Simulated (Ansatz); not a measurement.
# CH6BNO2: basis-set convergence

One table from this session's results is given with a row withheld; the runs are named, their logs left out.

The runs use Ansatz 0.2.0, Gaussian basis; one geometry, several basis sets.

Levels to be run: PBE0-D4/def2-SVP; ωB97M-V/def2-SVP; PBE0-D4/def2-QZVPP; ωB97M-V/def2-QZVPP; the functionals' def2-TZVPP values are taken from earlier runs.

**The relaxed structure**

An earlier PBE0-D4 in a triple-zeta def2 set relaxation fixed the geometry.

SMILES `NB(O)CO`, 11 atoms, charge 0, spin multiplicity 1.

Atoms are counted from 1 here; the program's logs count them from 0.

Bond lengths: N1–B2 1.405 Å, N1–H6 1.004 Å, N1–H7 1.005 Å, B2–O3 1.375 Å, B2–C4 1.582 Å, O3–H8 0.958 Å, C4–O5 1.416 Å, C4–H9 1.100 Å, C4–H10 1.100 Å, O5–H11 0.962 Å. Angles: B2–N1–H6 122.0°, B2–N1–H7 124.8°, H6–N1–H7 113.2°, N1–B2–O3 123.0°, N1–B2–C4 122.0°, O3–B2–C4 115.0°, B2–O3–H8 115.9°, B2–C4–O5 114.0°, B2–C4–H9 109.5°, B2–C4–H10 109.4°, O5–C4–H9 109.0°, O5–C4–H10 109.1°, H9–C4–H10 105.4°, C4–O5–H11 107.2°.

The first run:

File in.yaml:

```yaml
crystal:
  periodic: [false, false, false]
  atoms:
    - {symbol: N, position_ang: [-0.888744, 0.092399, 1.376322]}
    - {symbol: B, position_ang: [-0.136207, -0.259401, 0.242660]}
    - {symbol: O, position_ang: [0.147907, -1.562419, -0.093464]}
    - {symbol: C, position_ang: [0.448565, 0.829088, -0.745104]}
    - {symbol: O, position_ang: [1.170311, 0.287945, -1.836566]}
    - {symbol: H, position_ang: [-1.087547, 1.049392, 1.607206]}
    - {symbol: H, position_ang: [-1.278175, -0.562739, 2.031230]}
    - {symbol: H, position_ang: [-0.200972, -2.232706, 0.496092]}
    - {symbol: H, position_ang: [-0.371137, 1.453151, -1.131348]}
    - {symbol: H, position_ang: [1.101802, 1.516849, -0.187248]}
    - {symbol: H, position_ang: [1.159697, -0.668558, -1.739079]}
basis:
  gaussian: {orbitals: def2-SVP}
hamiltonian: {xc: pbe0, dispersion: d4}
output: {orbitals: {seedname: orbitals}}
```

Among the steps run: PBE0-D4 in def2-SVP; ωB97M-V in def2-SVP; PBE0-D4 in def2-QZVPP; ωB97M-V in def2-QZVPP.

One table of the session follows, with a row left open; its other results are not shown here.

It belongs to the step «Density functionals: the series». 

```
functional       basis  HOMO (eV)  LUMO (eV)
   PBE0-D4    def2-SVP      -6.83       1.24
   PBE0-D4  def2-TZVPP      -7.24       0.41
   PBE0-D4  def2-QZVPP      -7.31       0.02
   ωB97M-V    def2-SVP          ?          ?
   ωB97M-V  def2-TZVPP      -9.68       1.72
   ωB97M-V  def2-QZVPP      -9.76       1.08
```

Q: Estimate the row for ωB97M-V, def2-SVP from the others.

As computed: HOMO (eV): -9.28; LUMO (eV): 2.84. In the column «HOMO (eV)» it lies between ωB97M-V, def2-TZVPP (-9.68) and PBE0-D4, def2-QZVPP (-7.31).
